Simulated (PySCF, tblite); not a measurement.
# C7H9BCl2: geometry, infrared bands and NMR shifts

Aim: predict the infrared bands and NMR shifts of C7H9BCl2 (`C=C[C@@H]1C[C@H]2[C@@H](B(Cl)Cl)[C@H]21`).

The runs use tblite 0.8.0 and PySCF 2.14.0, with density-fitted response routines of our own; the level of theory stands in each step. All values are computed, except where a source is named. Atoms are numbered from 0 throughout.

### Step 1. Starting geometry

19 atoms, charge 0, multiplicity 1; geometry from: force field or distance geometry start.

Bonds of the start (Å): C0–C1 1.33, C1–C2 1.51, C2–C3 1.53, C3–C4 1.48, C4–C5 1.51, C5–B6 1.60, B6–Cl7 1.85, B6–Cl8 1.85, C5–C9 1.50, C9–C2 1.49, C9–C4 1.49, C0–H10 1.10, C0–H11 1.10, C1–H12 1.09, C2–H13 1.09, C3–H14 1.10, C3–H15 1.09, C4–H16 1.10, C5–H17 1.11, C9–H18 1.09.

### Step 2. Relaxing the molecule with GFN2-xTB

The job: settings as JSON, then the geometry in Å.

```
{"job": {"kind": "relax", "xc": "GFN2-xTB", "basis": "xTB"}, "charge": 0, "multiplicity": 1}
C     -3.063400     0.049200     0.683800
C     -2.014900     0.414900    -0.050500
C     -0.610200     0.003200     0.336500
C      0.330500     1.157300    -0.015900
C      0.963700     0.343400    -1.074400
C      1.616300    -0.938400    -0.603800
B      2.379300    -0.656500     0.772200
Cl     3.476700     0.833800     0.749700
Cl     2.925300    -2.028400     1.882700
C      0.121800    -0.815100    -0.674100
H     -2.975100    -0.561500     1.593600
H     -4.052700     0.381300     0.349400
H     -2.154000     1.025900    -0.938300
H     -0.509700    -0.377200     1.353700
H      0.932200     1.446600     0.861000
H     -0.217900     2.035400    -0.369500
H      1.070400     0.678300    -2.115100
H      2.170800    -1.557800    -1.343400
H     -0.398800    -1.425300    -1.405100
```

The run is started by

```sh
> OMP_NUM_THREADS=1 python probes_run.py task.json out
```

One launch serves the whole session: the jobs run in the order shown.

The log of the run:

```text
step      E/eV     max force
  0    -812.52051    2.873
  1    -812.92412    1.998
  2    -813.19468    1.110
  3    -813.32491    0.922
  4    -813.36537    0.599
  5    -813.40342    0.465
  6    -813.42364    0.316
  7    -813.44609    0.424
  8    -813.46278    0.441
  9    -813.47803    0.289
 10    -813.48652    0.195
 11    -813.49268    0.163
 12    -813.49766    0.174
 13    -813.50243    0.175
 14    -813.50719    0.160
 15    -813.51298    0.208
 16    -813.52053    0.254
 17    -813.52894    0.206
 18    -813.53628    0.215
 19    -813.54247    0.207
 20    -813.54869    0.204
 21    -813.55542    0.231
 22    -813.56175    0.164
 23    -813.56658    0.142
 24    -813.57012    0.146
 25    -813.57309    0.133
 26    -813.57552    0.095
 27    -813.57738    0.100
 28    -813.57910    0.092
 29    -813.58096    0.117
 30    -813.58280    0.111
 31    -813.58436    0.096
 32    -813.58575    0.096
 33    -813.58727    0.093
 34    -813.58885    0.107
 35    -813.59025    0.110
 36    -813.59142    0.083
 37    -813.59263    0.104
 38    -813.59410    0.115
 39    -813.59574    0.094
 40    -813.59735    0.087
 41    -813.59895    0.086
 42    -813.60086    0.124
 43    -813.60323    0.135
 44    -813.60571    0.101
 45    -813.60789    0.097
 46    -813.60977    0.103
 47    -813.61148    0.105
 48    -813.61320    0.109
 49    -813.61472    0.112
 50    -813.61599    0.093
 51    -813.61693    0.067
 52    -813.61782    0.083
 53    -813.61853    0.082
 54    -813.61949    0.081
 55    -813.62019    0.058
 56    -813.62074    0.054
 57    -813.62117    0.048
 58    -813.62161    0.064
 59    -813.62207    0.072
 60    -813.62254    0.051
 61    -813.62297    0.046
 62    -813.62331    0.041
 63    -813.62353    0.027
 64    -813.62366    0.020
 65    -813.62374    0.019
 66    -813.62381    0.018
 67    -813.62386    0.015
 68    -813.62389    0.013
 69    -813.62392    0.013
 70    -813.62395    0.015
 71    -813.62400    0.019
 72    -813.62407    0.022
 73    -813.62413    0.021
 74    -813.62418    0.018
 75    -813.62423    0.015
 76    -813.62427    0.018
 77    -813.62431    0.015
 78    -813.62434    0.015
 79    -813.62439    0.015
 80    -813.62444    0.018
 81    -813.62451    0.021
 82    -813.62457    0.015
 83    -813.62462    0.016
 84    -813.62467    0.018
 85    -813.62475    0.025
 86    -813.62484    0.028
 87    -813.62496    0.025
 88    -813.62512    0.029
 89    -813.62535    0.040
 90    -813.62574    0.057
 91    -813.62628    0.077
 92    -813.62690    0.075
 93    -813.62750    0.069
 94    -813.62789    0.096
 95    -813.62879    0.077
 96    -813.62985    0.121
 97    -813.63124    0.120
 98    -813.63247    0.137
 99    -813.63372    0.064
100    -813.62933    0.384
101    -813.63505    0.054
102    -813.63573    0.053
103    -813.63706    0.179
104    -813.63808    0.102
105    -813.64046    0.068
106    -813.64248    0.186
107    -813.64601    0.096
108    -813.64697    0.289
109    -813.65151    0.110
110    -813.65458    0.106
111    -813.65014    0.526
112    -813.65834    0.127
113    -813.66022    0.128
114    -813.66177    0.432
115    -813.66683    0.114
116    -813.66945    0.114
117    -813.67442    0.349
118    -813.67866    0.091
119    -813.68149    0.083
120    -813.68348    0.202
121    -813.68487    0.101
122    -813.68619    0.097
123    -813.68879    0.096
124    -813.69109    0.125
125    -813.69319    0.098
126    -813.69435    0.151
127    -813.69492    0.161
128    -813.69579    0.110
129    -813.69646    0.055
130    -813.69695    0.062
131    -813.69769    0.055
132    -813.69813    0.049
133    -813.69857    0.051
134    -813.69893    0.039
135    -813.69916    0.031
136    -813.69929    0.030
137    -813.69941    0.025
138    -813.69951    0.022
139    -813.69958    0.018
140    -813.69963    0.025
141    -813.69968    0.026
142    -813.69973    0.024
143    -813.69979    0.016
144    -813.69983    0.015
145    -813.69986    0.011
146    -813.69989    0.014
147    -813.69992    0.016
148    -813.69997    0.018
149    -813.70004    0.022
150    -813.70012    0.018
151    -813.70021    0.020
152    -813.70029    0.020
153    -813.70038    0.022
154    -813.70048    0.027
155    -813.70058    0.023
156    -813.70068    0.020
157    -813.70076    0.016
158    -813.70083    0.015
159    -813.70089    0.016
160    -813.70095    0.018
161    -813.70104    0.019
162    -813.70112    0.020
163    -813.70120    0.020
164    -813.70128    0.024
165    -813.70137    0.026
166    -813.70147    0.025
167    -813.70157    0.025
168    -813.70168    0.021
169    -813.70180    0.024
170    -813.70189    0.023
171    -813.70195    0.016
172    -813.70199    0.012
173    -813.70202    0.011
174    -813.70205    0.012
175    -813.70206    0.009
```

It took 6.1 s on 1 thread of Intel Xeon at 2.50GHz, shared host.

The steps of the relaxation: (not every step is listed)

```
step  energy from step 0 (eV)  largest force (eV/Å)
   0                   0.0000                2.8734
   1                  -0.4036                1.9976
   2                  -0.6742                1.1101
   3                  -0.8044                0.9224
   4                  -0.8449                0.5991
   5                  -0.8829                0.4649
   6                  -0.9031                0.3163
   7                  -0.9256                0.4241
   8                  -0.9423                0.4406
  24                  -1.0496                0.1458
  40                  -1.0768                0.0871
  56                  -1.1002                0.0545
  72                  -1.1036                0.0222
  88                  -1.1046                0.0294
 104                  -1.1176                0.1024
 120                  -1.1630                0.2022
 136                  -1.1788                0.0304
 152                  -1.1798                0.0204
 168                  -1.1812                0.0211
 170                  -1.1814                0.0234
 171                  -1.1814                0.0156
 172                  -1.1815                0.0119
 173                  -1.1815                0.0106
 174                  -1.1815                0.0120
 175                  -1.1816                0.0092
```

Close pairs (by a distance rule), those that changed most:

```
  bond  before (Å)  after (Å)  change (Å)
B6–Cl7       1.851      1.720      -0.131
B6–Cl8       1.848      1.735      -0.113
 C5–B6       1.598      1.552      -0.046
 C3–C4       1.478      1.520      +0.042
 C2–C9       1.492      1.531      +0.038
 C1–C2       1.514      1.490      -0.024
 C5–C9       1.501      1.525      +0.024
 C2–C3       1.530      1.553      +0.023
```

The next job starts from the end point, and lists it.

### Step 3. Vibrational analysis with GFN2-xTB

The job: settings as JSON, then the geometry in Å.

```
{"job": {"kind": "ir", "xc": "GFN2-xTB", "basis": "xTB"}, "charge": 0, "multiplicity": 1}
C     -2.984111     0.215463     0.865728
C     -2.022261     0.313161    -0.033094
C     -0.575107     0.114729     0.260246
C      0.318634     1.291154    -0.219548
C      0.974930     0.357609    -1.223127
C      1.633722    -0.838227    -0.540084
B      2.416219    -0.883156     0.799525
Cl     2.037522    -0.022288     2.240043
Cl     3.821111    -1.899045     0.860696
C      0.126554    -0.776837    -0.767089
H     -2.773764    -0.025762     1.894696
H     -4.018966     0.374502     0.615131
H     -2.255712     0.553811    -1.062442
H     -0.437372    -0.178089     1.300587
H      0.972378     1.730611     0.529362
H     -0.258282     2.079025    -0.699136
H      1.291491     0.643699    -2.213088
H      2.087799    -1.482803    -1.291868
H     -0.364589    -1.558307    -1.323998
```

The log of the run:

```text
mode    cm-1     km/mol
  1      28.2      0.10
  2      69.0      0.21
  3      79.0      0.26
  4     144.8      0.71
  5     174.4      0.58
  6     212.0      1.67
  7     238.3      1.53
  8     283.7      1.42
  9     375.5      0.18
 10     407.2      0.97
 11     430.3      1.31
 12     504.8     14.11
 13     594.1      5.37
 14     656.6      0.74
 15     739.9     85.09
 16     765.6     37.09
 17     843.9      1.23
 18     852.2     11.35
 19     889.2     14.50
 20     899.2      9.67
 21     922.3      7.28
 22     961.5     18.02
 23     981.4      6.96
 24     996.1    153.74
 25    1023.7     22.77
 26    1031.5     19.79
 27    1046.0     12.67
 28    1048.0      7.66
 29    1093.4     22.83
 30    1118.9     20.12
 31    1160.9     19.16
 32    1184.5     12.82
 33    1204.2      2.10
 34    1220.4      0.94
 35    1242.0      1.28
 36    1264.0      0.87
 37    1305.9      5.76
 38    1318.9      1.75
 39    1401.7    102.66
 40    1417.4      4.57
 41    1466.3      9.16
 42    1713.9     14.85
 43    2990.2     22.49
 44    2997.8     30.23
 45    3014.7     32.20
 46    3026.0     29.68
 47    3053.9     37.62
 48    3078.7     28.47
 49    3087.9     43.29
 50    3101.7     20.16
 51    3128.2     54.69
```

Run time: 3.2 s. Hardware: 1 thread of Intel Xeon at 2.50GHz, shared host.

Which atoms move in the most intense modes:

```
cm⁻¹  km/mol                                atoms
 740    85.1                              B6 56 %
 766    37.1   B6 22 %, C9 19 %, C4 13 %, C3 11 %
 996   153.7           H16 16 %, B6 16 %, C5 10 %
1402   102.7  C5 33 %, C4 25 %, C9 24 %, H17 10 %
3015    32.2                   H15 72 %, H14 17 %
3054    37.6                             H12 90 %
3088    43.3                   H18 47 %, H16 44 %
3128    54.7                   H11 61 %, H10 28 %
```

### Step 4. NMR shieldings: PBE0/pcSseg-1

Same as in step 3 but for these lines:

```diff
@@ -1,2 +1,2 @@
-{"job": {"kind": "ir", "xc": "GFN2-xTB", "basis": "xTB"}, "charge": 0, "multiplicity": 1}
+{"job": {"kind": "nmr", "xc": "PBE0", "basis": "pcSseg-1"}, "charge": 0, "multiplicity": 1}
 C     -2.984111     0.215463     0.865728
```

With the program's defaults for keys left out, this is: GIAO PBE0/pcSseg-1 NMR shielding, non-relativistic, gas phase.

The log of the run:

```text
coarse grid: 17520 points
cycle   1  E = -1216.5697845090  dE =  1.656e+00  |g| = 4.119e-01  |ddm| = 4.067e+00
cycle   2  E = -1216.5696523358  dE =  1.322e-04  |g| = 4.352e-01  |ddm| = 7.992e-01
cycle   3  E = -1216.6179230562  dE = -4.827e-02  |g| = 5.546e-02  |ddm| = 4.284e-01
cycle   4  E = -1216.6184679146  dE = -5.449e-04  |g| = 3.162e-02  |ddm| = 8.753e-02
cycle   5  E = -1216.6187124163  dE = -2.445e-04  |g| = 7.268e-03  |ddm| = 3.325e-02
cycle   6  E = -1216.6187231860  dE = -1.077e-05  |g| = 2.963e-03  |ddm| = 8.129e-03
cycle   7  E = -1216.6187251502  dE = -1.964e-06  |g| = 9.201e-04  |ddm| = 2.914e-03
final grid: 161504 points
cycle   8  E = -1216.6770292204  dE = -6.279e-05  |g| = 9.328e-03  |ddm| = 4.664e-02
cycle   9  E = -1216.6770166546  dE =  1.257e-05  |g| = 1.148e-02  |ddm| = 2.118e-02
cycle  10  E = -1216.6770503653  dE = -3.371e-05  |g| = 1.905e-03  |ddm| = 1.295e-02
cycle  11  E = -1216.6770511887  dE = -8.234e-07  |g| = 4.833e-04  |ddm| = 2.074e-03
cycle  12  E = -1216.6770512428  dE = -5.410e-08  |g| = 1.278e-04  |ddm| = 4.566e-04
cycle  13  E = -1216.6770512464  dE = -3.600e-09  |g| = 3.385e-05  |ddm| = 1.549e-04
cycle  14  E = -1216.6770512467  dE = -2.976e-10  |g| = 6.987e-06  |ddm| = 4.334e-05
converged SCF energy = -1216.6770512467

GIAO shielding tensors (ppm)
atom      isotropic    diamagn.    paramagn.     s11        s22        s33       span
  0 C       65.449     253.004    -187.555    -45.755     83.579    158.522    204.277
  1 C       36.355     252.926    -216.571    -86.602     48.976    146.692    233.294
  2 C      144.529     245.802    -101.273    133.712    140.765    159.111     25.399
  3 C      156.031     248.600     -92.569    141.557    155.606    170.929     29.372
  4 C      156.098     253.424     -97.325    129.553    151.741    187.002     57.449
  5 C      161.032     256.393     -95.360    125.287    149.776    208.034     82.748
  6 B       38.327     187.938    -149.611    -15.684     42.897     87.768    103.452
  7 Cl     675.104    1148.168    -473.064    423.039    706.261    896.013    472.974
  8 Cl     639.821    1145.723    -505.903    348.193    756.212    815.056    466.863
  9 C      149.708     247.073     -97.365    119.213    145.753    184.158     64.945
 10 H       26.287      31.278      -4.991     22.901     24.912     31.048      8.147
 11 H       26.364      27.775      -1.412     23.380     25.046     30.665      7.285
 12 H       25.424      31.361      -5.937     22.436     24.301     29.533      7.097
 13 H       28.565      32.734      -4.169     21.834     31.520     32.341     10.507
 14 H       29.058      30.564      -1.506     23.578     30.090     33.508      9.930
 15 H       29.988      31.418      -1.430     26.535     27.778     35.651      9.116
 16 H       29.380      32.313      -2.933     22.685     27.008     38.445     15.760
 17 H       30.718      31.836      -1.118     22.592     30.282     39.280     16.688
 18 H       29.487      32.340      -2.853     23.117     27.730     37.613     14.497
```

It took 2.8 min on 1 thread of Intel Xeon at 2.50GHz, shared host; peak memory 1.1 GiB.

Shifts follow as δ = σ(reference) − σ, with reference shieldings (ppm) from runs at the same level and on the same kind of geometry: ¹H TMS 31.72, ¹³C TMS 186.9, ¹¹B BF3·OEt2 100.1, ³⁵Cl HCl 950. The references are single molecules in the gas phase. Atoms listed in one row are averaged.

```
   atoms                               environment  σ (ppm)  δ (ppm)  δ scaled to CDCl3
      C1                                 alkene CH     36.4    150.6              145.0
      C0                      terminal =CH2 carbon     65.4    121.5              116.6
      C2                            allylic sp3 CH    144.5     42.4               39.5
      C9                three-membered-ring carbon    149.7     37.2               34.4
      C3                         sp3 CH2 in a ring    156.0     30.9               28.2
      C4                three-membered-ring carbon    156.1     30.8               28.2
      C5                three-membered-ring carbon    161.0     25.9               23.4
     H12                  hydrogen on an alkene CH    25.42     6.29               6.04
     H10        hydrogen on a terminal =CH2 carbon    26.29     5.43               5.22
     H11        hydrogen on a terminal =CH2 carbon    26.36     5.35               5.15
     H13             hydrogen on an allylic sp3 CH    28.56     3.15               3.08
     H14          hydrogen on an sp3 CH2 in a ring    29.06     2.66               2.61
     H16  hydrogen on a three-membered-ring carbon    29.38     2.34               2.31
     H18  hydrogen on a three-membered-ring carbon    29.49     2.23               2.21
     H15          hydrogen on an sp3 CH2 in a ring    29.99     1.73               1.74
     H17  hydrogen on a three-membered-ring carbon    30.72     1.00               1.05
      B6                   boron bonded to C, 2 Cl     38.3     61.7                  –
Cl7, Cl8                      chlorine bonded to B      657      292                  –
```

The scaled column applies a straight-line fit of computed shieldings to shifts measured in CDCl3, with any fitted terms for Cl, Br or S neighbours (root-mean-square error 0.16 ppm for H, 1.9 ppm for C).

Charges from the same density, by scheme (e):

```
   atoms  Mulliken    IAO  Hirshfeld  ESP fit
      C0     -0.13  -0.32      -0.11    -0.42
      C1     -0.14  -0.13      -0.04    -0.22
      C2     -0.26  -0.11      -0.03     0.18
      C3     -0.07  -0.27      -0.07    -0.31
      C4     -0.15  -0.11      -0.03    -0.03
      C5     -0.39  -0.30      -0.13    -0.10
      B6      0.53   0.13       0.16     0.18
Cl7, Cl8     -0.19  -0.05      -0.05    -0.12
      C9     -0.08  -0.12      -0.03    -0.21
```

Mayer bond orders: C0–C1 1.99, C1–C2 1.00, C2–C3 0.98, C3–C4 1.01, C4–C5 0.92, C5–B6 0.99, B6–Cl7 1.16, B6–Cl8 1.13, C5–C9 0.92, C9–C2 0.96, C9–C4 0.90.

Ring of atoms C2, C3, C4, C9: NICS(0) -6.0, NICS(1) -2.2, NICS(1)zz -1.2 ppm (means of both faces; NICS(1) differs between them: -4.7 and 0.3).

The two faces differ (NICS(1)zz -4.0 and 1.6 ppm).

Ring of atoms C4, C5, C9: NICS(0) -42.6, NICS(1) -7.2, NICS(1)zz -21.6 ppm (means of both faces; NICS(1) differs between them: -9.2 and -5.2).

The two faces differ (NICS(1)zz -25.5 and -17.6 ppm).

In rings of three or four atoms NICS is ruled by the nearby σ bonds, so it says little on aromaticity.

The fields below are evaluated on a grid from the run's orbitals.

Frontier orbitals at PBE0/pcSseg-1, with the share of their density that lies nearest to each atom:

```
orbital  energy (eV)                                      lies on
   HOMO        -7.46  C0 32 %; C1 25 %; C2, C3, C9 about 6 % each
   LUMO        -1.18            B6 55 %; Cl7, Cl8 about 12 % each
```

ELF in a plane through or near 9 of the atoms.

Ten even steps from ' ' (0.00) to '@' (1.00):
```
                                                        
                                                        
                  ::::::                                
        ::::    ..++**++--                              
      ::****==    ++****==          --%%%%..            
    ::++%%@@%%::..++****::  --##    %%@@@@**            
    --**%%####**==****==  ..@@@@::  %%@@@@++            
    --##%%--==%%::..--..  ==@@@@==  ==@@%%++++++        
    --**%%%%####..--##--  --%%%%==::++::==%%@@@@==      
    ..==####==::**@@##++::++--..%%++++##==@@@@@@**      
      ::==--    ++----++--++%%==%%--++**--%%@@@@--      
              ..++****####**==::==%%@@##..  ::::        
              ..====++==%%%%--  --@@@@@@==              
                    --******::  ..@@@@@@**              
                  ..##%%++--..    **@@%%..              
                  ..##%%--                              
                    ::==..                              
                                                        
                                                        
                                                        
```
The map spans 13.3 Å across and 9.7 Å up, centred on the molecule. Atoms in the plane (x, y in Å): C0 (3.0, 0.7), C1 (2.0, -0.2), C2 (0.6, 0.2), C5 (-1.8, -0.3), B6 (-2.5, 1.1), H10 (2.9, 1.7), H11 (4.0, 0.4), H12 (2.2, -1.2), H13 (0.5, 1.3).

On the surface of density 0.002 e/bohr³ the electrostatic potential runs, from the 1st to the 99th percentile, from -0.58 V near C0 to 0.92 V near B6.

### Step 5. Outcome

| quantity | value |
| --- | --- |
| strongest single infrared mode (GFN2-xTB) | 996 cm⁻¹, 154 km/mol |
| zero-point energy (GFN2-xTB) | 89.8 kcal/mol |
| ¹³C shifts against TMS (PBE0/pcSseg-1) | 150.6, 121.5, 42.4, 37.2, 30.9, 30.8, 25.9 ppm |
| ¹H shifts against TMS (PBE0/pcSseg-1) | 6.29, 5.43, 5.35, 3.15, 2.66, 2.34, 2.23, 1.73, 1.00 ppm |
| ¹¹B shifts against BF3·OEt2 (PBE0/pcSseg-1) | 61.7 ppm |
| ³⁵Cl shifts against HCl (PBE0/pcSseg-1, means over atoms taken as alike) | 292 ppm |
| surface potential, 1st and 99th percentile | -0.58 V and 0.92 V |

In words: Over 175 steps the energy fell by 1.182 eV; of the close pairs, B6–Cl7 changed most, 1.851 to 1.720 Å. No mode is imaginary among the 51: a minimum at this level. The strongest single mode, at 996 cm⁻¹, is spread over many atoms; the largest shares are those of H16, B6. Unscaled tight-binding wavenumbers are off by several per cent, some by more. Its intensities can rank the bands wrongly. The most deshielded carbon is C1 (alkene CH), at 150.6 ppm: the olefinic region. H12 (hydrogen on an alkene CH) lies farthest downfield among hydrogen, at 6.29 ppm; a vinylic proton, deshielded by the sp2 carbon and the C=C anisotropy. At PBE0/pcSseg-1: The largest span, 470 ppm, is at Cl7, Cl8, where the paramagnetic term is -489 ppm. By nearest atom (PBE0/pcSseg-1), the HOMO sits on C0 32 %; C1 25 % and the LUMO on B6 55 %; Cl7, Cl8 about 12 % each.
